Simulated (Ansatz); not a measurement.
Predict the output of the script below (Ansatz 0.2.0 through its Python package).

`sn_edit.py`:
```python
'''Keys set on an Input object, for Sn.'''

import warnings

import ansatz as az

params = {
    'functional': 'pbesol',
    'mesh': (10, 10, 10),
    'sigma': 0.15,
}


def main() -> None:
    warnings.simplefilter('ignore', az.DeckWarning)

    system = (
        az.Lattice.bcc(3.789304)
        .space_group(229)
        .atom('Sn', [0.0, 0.0, 0.0])
        .primitive()
    )

    setup = (
        system.calculation()
        .functional(params['functional'])
        .pseudopotentials('paw')
        .basis(35 * az.Ry)
        .kpoints(*params['mesh'], center='gamma')
        .occupations(az.OccupationsMethod.FERMI_DIRAC, width=params['sigma'])
        .band_table()
    )
    typed = setup.input()
    rows = []
    for value in [2, 6, 12]:
        edited = typed.set(az.key.scf.n_extra_bands, value)
        report = az.Session.from_dict(edited).plan().execute().report
        rows.append((value, report['free_energy_ev'], report['n_iterations'], len(report['eigenvalues_ev'][0]) if 'eigenvalues_ev' in report else 0))
    print('   extra bands            F eV      iterations    bands listed')
    for row in rows:
        print(f'{str(row[0]):>14s}  {row[1]:14.5f}  {row[2]:14d}  {row[3]:14d}')


if __name__ == '__main__':
    main()
```

```console
$ python sn_edit.py
   extra bands            F eV      iterations    bands listed
             2     -5949.75916               7               9
             6     -5949.75916               6              13
            12     -5949.75916               7              19
```

Reading the output:
- Total energies depend on the potentials; only differences at equal settings carry meaning. A total without «per atom» is that of the whole cell that was run.
- The mesh is modest for a metal, so energies can be off by several to tens of meV an atom and pressures by half a GPa or more; differences at equal mesh fare better.
- A Fermi-Dirac width this large means warm electrons, whose thermal share enters the free energy.
- This isn't the structure that Sn takes at ambient conditions.
- Hardware and time: 4.3 s on 1 thread of Arm Neoverse V1 (shared host), peak memory 0.34 GiB.
